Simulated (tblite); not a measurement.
# C5H12AlAsO: the cost of one run

Computed with tblite 0.8.0 and PySCF 2.14.0, with density-fitted response routines of our own, on a single molecule in the gas phase. Atoms count from 0, in the outputs and in this text.

## (1) Starting geometry

20 atoms, charge 0, multiplicity 1; geometry from: force field or distance geometry start.

Bonds of the start (Å): C0–C1 1.35, C1–C2 1.46, C2–O3 1.25, C1–Al4 1.98, Al4–As5 2.45, Al4–C6 2.00, C6–C7 1.51, C0–H8 1.08, C0–H9 1.09, C2–H10 1.09, Al4–H11 1.59, As5–H12 1.56, As5–H13 1.56, As5–H14 1.57, C6–H15 1.12, C6–H16 1.11, C7–H17 1.12, C7–H18 1.11, C7–H19 1.11.

## (2) Relaxing the molecule with GFN2-xTB

The job: settings as JSON, then the geometry in Å.

```
{"job": {"kind": "relax", "xc": "GFN2-xTB", "basis": "xTB"}, "charge": 0, "multiplicity": 1}
C      2.079300    -1.541400     1.081700
C      1.424300    -0.727000     0.225800
C      1.686000    -0.773900    -1.213100
O      2.538600    -1.535700    -1.721300
Al     0.043400     0.500700     0.933900
As     0.114400     2.606200    -0.317100
C     -1.763400    -0.324400     0.714600
C     -2.008800    -0.775300    -0.709200
H      2.822900    -2.243400     0.735300
H      1.855100    -1.512000     2.148600
H      1.107500    -0.127700    -1.877800
H      0.311000     0.791000     2.474400
H      1.383200     2.611100    -1.218000
H     -1.165700     2.719800    -1.194300
H      0.181400     3.803700     0.701900
H     -2.531600     0.423400     1.023200
H     -1.833200    -1.195600     1.406000
H     -3.036700    -1.215700    -0.792400
H     -1.280100    -1.555800    -1.000500
H     -1.932700     0.082800    -1.404500
```

Run with:

```bash
$ OMP_NUM_THREADS=1 python probes_run.py task.json out
```

One launch serves the whole session: the jobs run in the order shown.

Q: Estimate the wall time and peak memory of this first job on 1 thread of Arm Neoverse N1, shared host.

About 2.9 s, with a peak of 0.18 GiB.
